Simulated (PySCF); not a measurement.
# RuOH₂: relaxation and vibrations of the quintet

The task is one start of a wider search on RuOH₂: the quintet, from a PBE0 minimum start. It is relaxed, tested by its Hessian and followed downhill if it is a saddle.

Method: PBE0, basis Ru def2-TZVP with ECP28, O def2-TZVP, H def2-TZVP, scalar-relativistic core potentials, no spin–orbit coupling, density fitting; program: PySCF 2.14.0.

## Step 1: The system as given

4 atoms, charge 0, spin multiplicity 5.

Bond lengths: Ru1–O2 1.708 Å, Ru1–H3 1.985 Å, Ru1–H4 1.985 Å, H3–H4 0.784 Å. Angles: O2–Ru1–H3 168.6°, O2–Ru1–H4 168.6°, H3–Ru1–H4 22.8°, Ru1–H3–H4 78.6°, Ru1–H4–H3 78.6°.

Coordinates in bohr (charge 0 multiplicity 5):
```
Ru    0.3399    0.0000    0.1425
O    -2.6364    0.0000   -1.1054
H     3.4441    0.0000    2.2472
H     4.0169    0.0000    0.8810
```

## Step 2: Finding the electronic state

One driver script runs all steps and calls PySCF; scf.py shows how it sets up the SCF of each step. The optimiser is the driver's own. After this first run the driver tries any further starts and a stability analysis.

Input file scf.py:

```python
from pyscf import gto, scf, dft
mol = gto.M(atom='''
Ru     0.179841     0.000000     0.075404
O     -1.395122    -0.000000    -0.584948
H      1.822525    -0.000000     1.189186
H      2.125655     0.000000     0.466210''',
    basis={'Ru': 'def2-TZVP', 'O': 'def2-TZVP', 'H': 'def2-TZVP'},
    ecp={'Ru': 'def2-TZVP'},
    charge=0, spin=4)
mf = dft.UKS(mol, xc='PBE0')
mf.grids.atom_grid = (50, 194)
aux = {'Ru': 'def2-universal-JKFIT', 'O': 'def2-universal-JKFIT', 'H': 'def2-universal-JKFIT'}
mf = mf.density_fit(auxbasis=aux)
mf.conv_tol = 1e-08
mf.diis_space = 10
mf.max_cycle = 60
mf.init_guess = 'minao'
mf.verbose = 4
mf.kernel()
```

The run is started by

```bash
$ OMP_NUM_THREADS=2 python axn.py task.json out
```

Log:

```text
init E= -163.187556199469
[... the frontier-level lines of each cycle are left out ...]
cycle= 1 E= -170.898477652606  delta_E= -7.71  |g|= 0.778  |ddm|= 3.02
cycle= 2 E= -169.539269952414  delta_E= 1.36  |g|= 1.75  |ddm|= 3.68
cycle= 3 E= -171.122643895804  delta_E= -1.58  |g|= 0.331  |ddm|=  3.5
cycle= 4 E= -171.107794428856  delta_E= 0.0148  |g|= 0.396  |ddm|= 0.328
cycle= 5 E= -171.168230987564  delta_E= -0.0604  |g|= 0.0328  |ddm|= 0.236
cycle= 6 E= -171.168650863798  delta_E= -0.00042  |g|= 0.0128  |ddm|= 0.0248
cycle= 7 E= -171.168712111462  delta_E= -6.12e-05  |g|= 0.00464  |ddm|= 0.0117
cycle= 8 E= -171.168722496581  delta_E= -1.04e-05  |g|= 0.00123  |ddm|= 0.00621
cycle= 9 E= -171.168723527445  delta_E= -1.03e-06  |g|= 0.000387  |ddm|= 0.00218
cycle= 10 E= -171.168723667365  delta_E= -1.4e-07  |g|= 9.91e-05  |ddm|= 0.000716
cycle= 11 E= -171.168723680767  delta_E= -1.34e-08  |g|= 3.12e-05  |ddm|= 0.000176
cycle= 12 E= -171.168723682504  delta_E= -1.74e-09  |g|= 1.29e-05  |ddm|= 6.36e-05
Extra cycle  E= -171.16872368238  delta_E= 1.24e-10  |g|= 3.24e-05  |ddm|= 2.84e-05
converged SCF energy = -171.16872368238  <S^2> = 6.0089672  2S+1 = 5.0035856
```

This step, with its further starts and checks, needed 12 s of wall time on 2 threads of Intel Xeon 6975P-C (Granite Rapids), shared host.

The starts that the driver tried:

```
                      start  energy (Eh)
    the minimal-basis guess  -171.168724
a thermally smeared density  -171.168724
      a smeared PBE density  -171.168729
```

The test of internal stability and the other starts found no lower solution of this spin.

## Step 3: PBE0 minimum start, quintet: relaxation

The program finds C2v symmetry in the start, which this walk keeps. Threshold on the gradient: 0.0003 Eh/bohr, with a further test on the energy change.

scf.py, as its differences from that of step 2:

```diff
@@ -3,4 +3,4 @@
-Ru     0.179841     0.000000     0.075404
-O     -1.395122    -0.000000    -0.584948
-H      1.822525    -0.000000     1.189186
-H      2.125655     0.000000     0.466210''',
+Ru     0.179918     0.000000     0.075436
+O     -1.395045     0.000000    -0.584916
+H      1.822602     0.000000     1.189218
+H      2.125732     0.000000     0.466242''',
@@ -17 +16,0 @@
-mf.init_guess = 'minao'
```

Steps of the walk:

```
step  energy (Eh)  change (kJ/mol)  largest symmetric gradient (Eh/bohr)
   0  -171.168729             0.00                               0.00006
```

The walk took 1.7 s.

After 0 steps and 0.0 kJ/mol it ends at C2v: H–H 0.784 Å, Ru–H 1.985 Å (×2), Ru–O 1.708 Å; H–H–Ru 78.6° (×2), H–Ru–H 22.8°, H–Ru–O 168.6° (×2).

## Step 4: Is it a minimum? Harmonic modes

The point is checked on the finer grid, and tightened if its gradient asks for it. The Hessian and the dipole derivatives come from central differences of analytic gradients, with steps of 0.02 bohr.

scf.py, as its differences from that of step 3:

```diff
@@ -11 +11 @@
-mf.grids.atom_grid = (50, 194)
+mf.grids.atom_grid = (75, 302)
@@ -14 +14 @@
-mf.conv_tol = 1e-08
+mf.conv_tol = 1e-10
```

This SCF starts from the last density.

SCF at the final geometry:

```text
init E= -171.168722291771
[... the frontier-level lines of each cycle are left out ...]
cycle= 1 E= -171.168722291772  delta_E= -1.31e-12  |g|= 1.11e-05  |ddm|= 1.9e-05
cycle= 2 E= -171.168722291719  delta_E= 5.26e-11  |g|= 1.7e-05  |ddm|= 2.46e-05
cycle= 3 E= -171.168722291824  delta_E= -1.05e-10  |g|= 5.4e-06  |ddm|= 1.44e-05
cycle= 4 E= -171.168722291836  delta_E= -1.16e-11  |g|= 9.23e-07  |ddm|= 2.88e-06
Extra cycle  E= -171.168722291839  delta_E= -3.64e-12  |g|= 1.32e-06  |ddm|= 3.86e-06
converged SCF energy = -171.168722291839  <S^2> = 6.0089745  2S+1 = 5.0035885
```

The whole step took 49 s.

Geometry: C2v; H–H 0.784 Å, Ru–H 1.985 Å (×2), Ru–O 1.708 Å; H–H–Ru 78.6° (×2), H–Ru–H 22.8°, H–Ru–O 168.6° (×2).

Modes, for the most abundant isotopes:

```tsv
symmetry	ω (cm⁻¹)	IR (km/mol)	μ (u)
b2	152	0.5	1.25
b1	254	2.2	1.25
a1	710	20.0	1.07
a1	909	113	10.53
b2	1185	23.6	1.01
a1	3800	78.2	1.01
```

Every mode is real; the point is a minimum.

Constants and moments:

```
Dipole moment                                                   : 4.57 D
Highest occupied level                                          : -6.31 eV
Lowest empty level                                              : -2.62 eV
Rotational constants                                            : 54.43, 0.3391, 0.337 cm⁻¹
Zero-point energy                                               : 41.9 kJ/mol
Principal polarisabilities                                      : 36.2, 38.6, 56.3 bohr³
Atomisation energy without zero-point energy                    : 929 kJ/mol
Principal traceless quadrupole moments about the centre of mass : -1.13, 0.29, 0.84 D Å
Entropy at 298.15 K and 1 bar (electronic part: spin only)      : 272.5 J/(mol K)
Heat capacity Cp at 298.15 K                                    : 54.9 J/(mol K)
Enthalpy at 298.15 K above 0 K                                  : 13.33 kJ/mol
Rotational symmetry number                                      : 2
Spin squared ⟨S²⟩                                               : 6.009
```

Charges (e) and bond orders:

| atom | Mulliken | Löwdin | polar tensor | spin (Mulliken) | Mayer order to Ru1 |
| --- | --- | --- | --- | --- | --- |
| Ru1 | 0.43 | 0.15 | 0.46 | 3.13 | – |
| O2 | -0.58 | -0.34 | -0.66 | 0.86 | 1.91 |
| H3,4 | 0.07 | 0.10 | 0.10 | 0.00 | 0.21 |

Mulliken populations on Ru1 (outside its core potential): s 2.61, p 6.19, d 6.75, f 0.01.

## Step 5: What came out

| quantity | value |
| --- | --- |
| minimum | quintet, C2v |
| geometry | H–H 0.784 Å, Ru–H 1.985 Å (×2), Ru–O 1.708 Å; H–H–Ru 78.6° (×2), H–Ru–H 22.8°, H–Ru–O 168.6° (×2) |
| wavenumbers (cm⁻¹) | 152 (b2), 254 (b1), 710 (a1), 909 (a1), 1185 (b2), 3800 (a1) |
| dipole moment | 4.57 D |
| highest occupied, lowest empty level (either spin) | -6.31, -2.62 eV |
| polar-tensor charge of Ru1 | +0.46 e |
| zero-point energy | 41.9 kJ/mol |
| entropy at 298.15 K | 272.5 J/(mol K) |
| atomisation energy (no zero-point energy) | 929 kJ/mol |
| ⟨S²⟩ | 6.009 |

What this shows: The molecule stays C2v, as typed, and the end point is a minimum. The strongest infrared band lies at 909 cm⁻¹ (a1). Most of the spin sits on Ru1 (Mulliken spin 3.13, against 4 for the whole molecule). Only this shape and spin were tried, so other structures or states may lie lower. Open d and f shells are described by one determinant, and the ground state may have another occupation or spin.

The search up to here took 62 s.
